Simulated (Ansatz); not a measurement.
## Cu₃Te, space group Pm-3m: a comparison of functionals at one structure, step by step

Program: Ansatz's Python interface.

Notebook, run cell by cell (the value of a cell's last expression is shown):

In [1]:
```python
import ansatz as az
import pandas as pd
```

In [2]:
```python
structure = (
    az.Lattice.cubic(3.94666)
    .space_group(221)
    .atom("Cu", (0.0, 0.5, 0.5))
    .atom("Te", (0.0, 0.0, 0.0))
)
```

In [3]:
```python
model = (
    structure.calculation()
    .kpoints(5, center="gamma")
    .occupations("methfessel_paxton", width=0.05)
    .stress()
)
```

In [4]:
```python
rows = []
for value in ["rpbe", "revpbe", "lda"]:
    report = model.functional(value).run(threads=1, pin="off").report
    rows.append((value, report["free_energy_ev"] / len(report["lattice"]["sites"]), report["n_iterations"], sum(report["stress_gpa"][i][i] for i in range(3)) / 3, report["n_kpoints"]))
```
```text
DeckWarning: basis.ecutwfc = 420 eV, auto-derived from the records' recommended cutoffs: set by Cu (normal level)
```

In [5]:
```python
table = pd.DataFrame(rows, columns=["functional", "F/atom (eV)", "iterations", "P (GPa)", "k-points"])
table.round(5)
```
Out [5]:
```text
  functional  F/atom (eV)  iterations  P (GPa)  k-points
0       rpbe  -6719.78767           7  4.94773        10
1     revpbe  -6718.03043           7  4.02074        10
2        lda  -6623.33800           8 -8.07393        10
```

From lowest to highest: LDA (-8.1 GPa), revPBE (4.0 GPa) and RPBE (4.9 GPa). At a fixed cell a lower pressure usually means a smaller equilibrium volume, so LDA prefers the smallest cell and RPBE the largest.

Caveats:
- The mesh is modest for a metal, so energies can be off by several to tens of meV an atom and pressures by half a GPa or more; differences at equal mesh fare better.
- Pressure is positive in compression.
- This cell is a computed structure, which may not be the phase found in nature.
- Warnings are shown shortened and without file and line.
- Total energies of different functionals can't be compared; pressures, moments and gaps at this one structure can.
- Wall time of the script: 6.2 s on 1 thread of Arm Neoverse V1 (shared host), peak memory 0.44 GiB.

(Lines on the test bed's own set-up are left out of the output.)
